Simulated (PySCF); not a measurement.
**HgCl+: bond curves at several levels of theory**

An exercise on one series of results from a longer session: the logs are not shown, and one member is left open.

Computed with PySCF 2.14.0. Level: Hg cc-pVDZ-PP with ECP60, Cl cc-pV(D+d)Z, scalar-relativistic core potentials.

The first run:

A driver script around PySCF takes these settings:

| Quantity | Value |
| --- | --- |
| atoms | Hg, Cl |
| charge | 1 |
| basis | Hg cc-pVDZ-PP with ECP60, Cl cc-pV(D+d)Z |
| Hamiltonian | scalar-relativistic core potentials |
| basis functions | 61 |
| electrons treated | 36 |
| masses in u | 201.9706, 34.9689 |
| levels | PBE0, PBE, r²SCAN, B2PLYP, BP86, B97-3, ωB97X, HF, MP2, SCS-MP2, CCSD, CCSD(T) |
| grid | 80 radial by 434 angular points |
| occupations | held fixed by the projection of orbital angular momentum |
| dissociation limit | Hg+ + Cl, each in its ground configuration |
| starting distance in angstrom | 2.445 |
| values of 2S to try | 0, 2 |

Command:

```console
$ OMP_NUM_THREADS=1 python dia.py task.json out
```

Among the steps run: The job; PBE0 along the bond; Other states along the same grid; PBE (GGA); r²SCAN; B2PLYP; BP86 (GGA); B97-3 (global hybrid GGA); ωB97X; RHF; MP2 and coupled cluster.

One table of the session follows, with a row left open; its other results are not shown here.

It belongs to the step «The curves together». Energy (eV) from each level's lowest point:

| R (Å) | RHF | RHF-MP2 | RHF-SCS-MP2 | RHF-CCSD | RHF-CCSD(T) |
| --- | --- | --- | --- | --- | --- |
| 1.940 | 1.519 | 1.106 | 1.215 | n/a | n/a |
| 2.030 | 0.689 | 0.440 | 0.510 | 0.572 | 0.580 |
| 2.121 | 0.230 | 0.107 | 0.146 | 0.180 | 0.188 |
| 2.188 | 0.061 | 0.008 | 0.027 | 0.043 | 0.048 |
| 2.256 | 0.000 | 0.000 | 0.000 | 0.000 | 0.000 |
| 2.324 | 0.019 | 0.056 | 0.039 | 0.025 | 0.017 |
| 2.414 | 0.133 | 0.196 | 0.160 | 0.127 | 0.107 |
| 2.527 | ? | ? | ? | ? | ? |
| 2.662 | 0.719 | 0.752 | 0.668 | 0.596 | 0.518 |
| 2.843 | 1.234 | 1.177 | 1.061 | n/a | n/a |

**Question.** Estimate the row for R (Å) = 2.527.

Worked estimate for «RHF». A straight line through the neighbours (2.414, 0.133) and (2.662, 0.719) gives 0.133 + (0.719 − 0.133) × (2.527 − 2.414) / (2.662 − 2.414) = 0.400; a parabola fitted to 4 rows on both sides gives 0.380.

As computed: RHF: 0.366; RHF-MP2: 0.433; RHF-SCS-MP2: 0.373; RHF-CCSD: 0.321; RHF-CCSD(T): 0.279. In «RHF» the line misses by +0.034 and the parabola by +0.014.
